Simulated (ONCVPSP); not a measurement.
**Pseudopotential generation for holmium: ONCV, revPBE**

Aim: build the potential from the settings below, then test how well it stands in for the atom: other configurations, scattering, ghost states and the plane-wave cutoff that it needs.

The numbers are computed with ONCVPSP 4.0.1 (revPBE, scalar-relativistic, spin-unpolarised reference atom).

### Step 1. Starting point

Typed settings, in words:

```
element                 : holmium (Ho, Z = 67)
type                    : optimised norm-conserving Vanderbilt (ONCV)
frozen core             : [Kr]
valence charge          : 31
reference configuration : 4d10 4f11 5s2 5p6 6s1.5 (charge +0.5)
partial waves           : 5s+6s: rc 2.15 bohr, ncon 3, nbas 6, qcut 5.7 1/bohr, 3 projectors, debl 3.6 Ha; 5p: rc 2.40 bohr, ncon 4, nbas 9, qcut 6.7 1/bohr, 1 projector; 4d: rc 0.75 bohr, ncon 4, nbas 8, qcut 24.2 1/bohr, 3 projectors, debl 3.1 Ha; 4f: rc 0.65 bohr, ncon 3, nbas 6, qcut 18.2 1/bohr, 3 projectors, debl 0.8 Ha
local potential         : polynomial inside 0.65 bohr (lpopt 3, dvloc0 0 Ha)
core correction         : polynomial model core, fcfact 0.3
```

### Step 2. Generating the potential

File Ho.dat:

```
# ATOM AND REFERENCE CONFIGURATION
# atsym  z   nc   nv     iexc    psfile
  Ho 67.00    8    5  -102130      upf
#
#   n    l    f
    1    0    2.00
    2    0    2.00
    2    1    6.00
    3    0    2.00
    3    1    6.00
    3    2   10.00
    4    0    2.00
    4    1    6.00
    4    2   10.00
    4    3   11.00
    5    0    2.00
    5    1    6.00
    6    0    1.50
#
# PSEUDOPOTENTIAL AND OPTIMIZATION
# lmax
    3
#
#   l,   rc,      ep,       ncon, nbas, qcut
    0    2.15    0.00    3    6    5.70
    1    2.40    0.00    4    9    6.70
    2    0.75    0.00    4    8   24.20
    3    0.65    0.00    3    6   18.20
#
# LOCAL POTENTIAL
# lloc, lpopt,  rc(5),   dvloc0
    4    3    0.65    0.00
#
# VANDERBILT-KLEINMAN-BYLANDER PROJECTORs
# l, nproj, debl
    0    3    3.60
    1    1    1.20
    2    3    3.10
    3    3    0.80
#
# MODEL CORE CHARGE
# icmod, fcfact, rcfact
    1    0.30    0.00
#
# LOG DERIVATIVE ANALYSIS
# epsh1, epsh2, depsh
   -7.00    5.00    0.04
#
# OUTPUT GRID
# rlmax, drl
    6.00    0.01
#
# TEST CONFIGURATIONS
# ncnf
    4
# nvcnf
#   n    l    f
    5
    4    2   10.00
    4    3   11.00
    5    0    2.00
    5    1    6.00
    6    0    2.00
#
    5
    4    2   10.00
    4    3   11.00
    5    0    2.00
    5    1    6.00
    6    0    1.00
#
    5
    4    2   10.00
    4    3   11.00
    5    0    2.00
    5    1    6.00
    6    0    0.00
#
    6
    4    2   10.00
    4    3   11.00
    5    0    2.00
    5    1    6.00
    6    0    1.00
    5    2    1.00
#
```

Run with:

```sh
$ oncvpsp.x < Ho.dat > Ho.out
```

Before running it: what results should come out? Wanted: cutoffs; bound ghosts; GHOST(+) flags; largest miss of a reference level; largest phase difference near zero energy, channels read; rms error of d²Exc/dn², without and with the model core; projector energies reset by the program.

**Answer**, as computed:

| quantity | value |
| --- | --- |
| cutoffs | not determined |
| bound ghosts | s at -298.89 eV, p at -214.40 eV, f at -47.60 eV |
| GHOST(+) flags | none at low energy |
| largest miss of a reference level | 14 meV (4f) |
| largest phase difference near zero energy, channels read | 0.094 rad |
| rms error of d²Exc/dn², without and with the model core | 4.36 and 1.84 mHa |
| projector energies reset by the program | d: -5.962, 0.250, 3.350 Ha |

It has a bound ghost (s, p, f), a state that the atom doesn't have, and that rules the file out. Of the channels read, p scatters worst near zero energy, by up to 0.09 rad. The pseudo curves have poles with no partner nearby in the atom's: f at -3.73 Ha, f at -1.75 Ha. These are tests on the free atom; a crystal test is still owed.
